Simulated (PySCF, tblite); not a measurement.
# C6H6NOS radical: geometry, infrared bands and EPR parameters

Wanted: the infrared bands and EPR parameters of C6H6NOS radical (`CNc1cc(=O)[c]cs1`), by calculation.

The runs use tblite 0.8.0 and PySCF 2.14.0, with density-fitted response routines of our own; the level of theory stands in each step. All values are computed, except where a source is named. Atoms are numbered from 0 throughout.

### Step 1. The molecule as given

15 atoms, charge 0, multiplicity 2; geometry from: force field or distance geometry start.

Bonds of the start (Å): C0–N1 1.42, N1–C2 1.43, C2–C3 1.36, C3–C4 1.38, C4–O5 1.28, C4–C6 1.36, C6–C7 1.37, C7–S8 1.72, S8–C2 1.72, C0–H9 1.09, C0–H10 1.11, C0–H11 1.14, N1–H12 1.06, C3–H13 1.09, C7–H14 1.08.

### Step 2. Relaxing the molecule with GFN2-xTB

What the job is given:

```
{"job": {"kind": "relax", "xc": "GFN2-xTB", "basis": "xTB"}, "charge": 0, "multiplicity": 2}
C     -2.549700     0.556500    -0.249500
N     -1.512400    -0.416600    -0.314700
C     -0.113100    -0.124300    -0.245700
C      0.789000    -1.145700    -0.321300
C      2.153300    -0.978500    -0.260100
O      2.871400    -2.031000    -0.339800
C      2.802000     0.210700    -0.159900
C      2.244200     1.452900    -0.063400
S      0.524500     1.465600    -0.103700
H     -2.346300     1.369800     0.452600
H     -2.817800     0.863700    -1.278200
H     -3.489600     0.041100     0.127000
H     -1.823600    -1.432700    -0.384600
H      0.420600    -2.170600    -0.406900
H      2.843200     2.347100     0.020800
```

Command:

```bash
> OMP_NUM_THREADS=1 python probes_run.py task.json out
```

This one command runs all jobs of the session in turn.

**Question.** This job is followed by: GFN2-xTB harmonic vibrations, gas phase; UKS B3LYP, pcH-1 on C H N O S, non-relativistic, mean-field spin-orbit, GIAO. Predict these results of the whole session: strongest single infrared mode (GFN2-xTB); zero-point energy (GFN2-xTB); g(iso) (B3LYP); ⟨S²⟩; largest a(iso) (averaged by class); potential on the surface of density 0.002 e/bohr³, 1st and 99th percentile.

The runs gave:

```
                                                                  quantity                  value
                                 strongest single infrared mode (GFN2-xTB)  1696 cm⁻¹, 606 km/mol
                                              zero-point energy (GFN2-xTB)          65.5 kcal/mol
                                                            g(iso) (B3LYP)                2.00258
                                                                      ⟨S²⟩     0.758 (exact 0.75)
                                        largest a(iso) (averaged by class)   13C on C6, 300.4 MHz
potential on the surface of density 0.002 e/bohr³, 1st and 99th percentile     -2.22 V and 2.31 V
```

**Reading.** Relaxing lowered the energy by 1.281 eV in 58 steps; the close pair that moved most is C4–C6, from 1.358 to 1.440 Å. No mode is imaginary among the 39: a minimum at this level. The strongest single mode, at 1696 cm⁻¹, is carried by C4, C6, C7, O5. GFN2-xTB is a fitted tight-binding method: band positions and strengths are rough. Its intensities can rank the bands wrongly. Most of the unpaired spin sits on C6 (0.94 e). The isotropic g lies 0.3 ppt above the free-electron value. These values are for one conformer; the search (at its own cheap level) found 1 more, at 0.13 kcal/mol, and measured spectra average over such forms.
